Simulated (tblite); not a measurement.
# FGeH9Si3: the cost of one run

Computed with tblite 0.8.0 and PySCF 2.14.0; each step states its level. No surroundings beyond the atoms listed, unless a continuum is named. Atoms count from 0, parts from 1.

### 1 The system as given

14 atoms, charge 0, multiplicity 1; geometry: distance geometry start.

### 2 Geometry optimisation with GFN2-xTB

The job: settings as JSON, then the geometry in Å.

```
{"job": {"kind": "relax", "xc": "GFN2-xTB", "basis": "xTB"}, "charge": 0, "multiplicity": 1}
Si     0.616864    -0.801289     0.192934
Si    -0.438873    -1.983798     1.738704
Si    -0.841476    -0.002033    -1.288831
Ge     1.712210     0.973515     1.155707
F      1.731411    -1.789736    -0.587295
H     -1.808791    -1.714046     1.670712
H     -0.196715    -3.344822     1.550941
H      0.046677    -1.593584     3.028186
H     -1.644147     0.979565    -0.651564
H     -1.701435    -1.084755    -1.705197
H     -0.180374     0.526216    -2.400822
H      0.879175     2.222737     1.065082
H      3.028395     1.228198     0.456635
H      1.989027     0.685294     2.629617
```

With the program's defaults for keys left out, this is: GFN2-xTB geometry optimisation, gas phase.

Started as:

```console
> OMP_NUM_THREADS=1 python cluster_run.py task.json out
```

This one command runs all jobs of the session in turn.

Q: Estimate the wall time of this first job on 1 thread of Intel Xeon 6975P-C, shared host.

About 1.3 s.
